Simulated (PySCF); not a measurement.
**A diatomic session: GeS**

An exercise on one series of results from a longer session: the logs are not shown, and one member is left open.

The runs use PySCF 2.14.0; Ge x2c-SVPall, S x2c-SVPall, spin-free X2C with a Gaussian nucleus.

The first run:

The job is set up so:

```json
{
  "atoms": "Ge, S",
  "charge": "0",
  "basis": "Ge x2c-SVPall, S x2c-SVPall",
  "Hamiltonian": "spin-free X2C with a Gaussian nucleus",
  "basis functions": "50",
  "electrons treated": "48",
  "masses in u": "73.9212, 31.9721",
  "levels": "PBE0, PBE, r²SCAN, PW91, M06-L, TPSSh, CAM-B3LYP, HF, MP2, SCS-MP2, CCSD, CCSD(T)",
  "grid": "80 radial by 434 angular points",
  "occupations": "held fixed by the projection of orbital angular momentum",
  "dissociation limit": "Ge + S, each in its ground configuration",
  "starting distance in angstrom": "2.145",
  "values of 2S to try": "0, 2, 4"
}
```

Started as:

```sh
> OMP_NUM_THREADS=1 python dia.py task.json out
```

Steps of the session up to this table: Input; First curve: PBE0; Higher solutions at PBE0; PBE (GGA); r²SCAN (meta-GGA); PW91 (GGA); M06-L; TPSSh; CAM-B3LYP (range-separated hybrid); RHF; Correlated methods on the Hartree–Fock reference.

One table of the session follows, with a row left open; its other results are not shown here.

Energy (eV) from each level's lowest point:

| R (Å) | RHF | RHF-MP2 | RHF-SCS-MP2 | RHF-CCSD | RHF-CCSD(T) |
| --- | --- | --- | --- | --- | --- |
| 1.736 | 1.594 | 1.752 | 1.766 | n/a | n/a |
| 1.817 | 0.651 | 0.781 | 0.789 | 0.772 | 0.841 |
| 1.898 | 0.158 | 0.246 | 0.249 | 0.237 | 0.282 |
| 1.958 | 0.008 | 0.055 | 0.057 | 0.050 | 0.074 |
| 2.019 | 0.000 | 0.000 | 0.000 | 0.000 | 0.000 |
| 2.080 | 0.102 | 0.049 | 0.048 | 0.057 | 0.029 |
| 2.160 | 0.365 | 0.232 | 0.232 | 0.254 | 0.185 |
| 2.261 | ? | ? | ? | ? | ? |
| 2.382 | 1.517 | 1.140 | 1.144 | 1.208 | 0.988 |
| 2.544 | 2.510 | 1.991 | 1.994 | n/a | n/a |

Estimate the missing values for R (Å) = 2.261.

Worked estimate for «RHF». A straight line through the neighbours (2.160, 0.365) and (2.382, 1.517) gives 0.365 + (1.517 − 0.365) × (2.261 − 2.160) / (2.382 − 2.160) = 0.889; a parabola fitted to 4 rows on both sides gives 0.855.

**Answer.** RHF: 0.834; RHF-MP2: 0.592; RHF-SCS-MP2: 0.593; RHF-CCSD: 0.636; RHF-CCSD(T): 0.504. In «RHF» the line misses by +0.055 and the parabola by +0.021.

Caveats from the session: Lowest PBE0 solution found, without spin–orbit coupling: ¹Σ⁺ (singlet), closed shell. Warnings in the runs' records: inverted.
